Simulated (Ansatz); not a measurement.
# CH5ClSn: the cost of one run

All numbers below are computed with Ansatz 0.2.0 (RHF/def2-SVP).

## 1. The starting structure

Bond lengths: Sn1–C2 2.150 Å, C2–H3 1.110 Å, C2–H4 1.110 Å, C2–H5 1.110 Å, Sn1–Cl6 2.410 Å, Sn1–H7 1.739 Å, Sn1–H8 1.739 Å. Angles: Sn1–C2–H3 109.5°, Sn1–C2–H4 109.5°, Sn1–C2–H5 109.5°, H3–C2–H4 109.4°, H3–C2–H5 109.4°, H4–C2–H5 109.4°, C2–Sn1–Cl6 109.4°, C2–Sn1–H7 109.5°, C2–Sn1–H8 109.5°, Cl6–Sn1–H7 109.5°, Cl6–Sn1–H8 109.5°, H7–Sn1–H8 109.5°.

As a file:

```xyz
8

Sn    0.0000    0.0000    0.0000
C     0.0000    0.0000    2.1500
H    -0.9996   -0.3092    2.5205
H     0.7676   -0.7111    2.5205
H     0.2320    1.0203    2.5205
Cl    2.2726    0.0000   -0.8025
H    -0.8195    1.4198   -0.5794
H    -0.8195   -1.4198   -0.5794
```

## 2. Preparing the start

input.yaml

```yaml
crystal:
  periodic: [false, false, false]
  atoms:
    - { symbol: Sn, position_ang: [0.0, 0.0, 0.0] }
    - { symbol: C, position_ang: [0.0, 0.0, 2.15] }
    - { symbol: H, position_ang: [-0.9996, -0.3092, 2.5205] }
    - { symbol: H, position_ang: [0.7676, -0.7111, 2.5205] }
    - { symbol: H, position_ang: [0.232, 1.0203, 2.5205] }
    - { symbol: Cl, position_ang: [2.2726, 0.0, -0.8025] }
    - { symbol: H, position_ang: [-0.8195, 1.4198, -0.5794] }
    - { symbol: H, position_ang: [-0.8195, -1.4198, -0.5794] }
basis:
  gaussian: { orbitals: def2-SVP }
hamiltonian:
  xc: hf
relax:
  f_tol: 0.02
  max_steps: 40
```

Command:

```console
> ansatz run input.yaml --threads 1 --pin off --max-ram 2048MiB --backend cpu --events-out ev --progress --plain --runs-dir out
```

**Question.** How long does this run take on 1 thread of Intel Xeon 6975P-C (Granite Rapids), shared host, and how much memory does it need?

About 20 s, with a peak of 0.18 GiB.
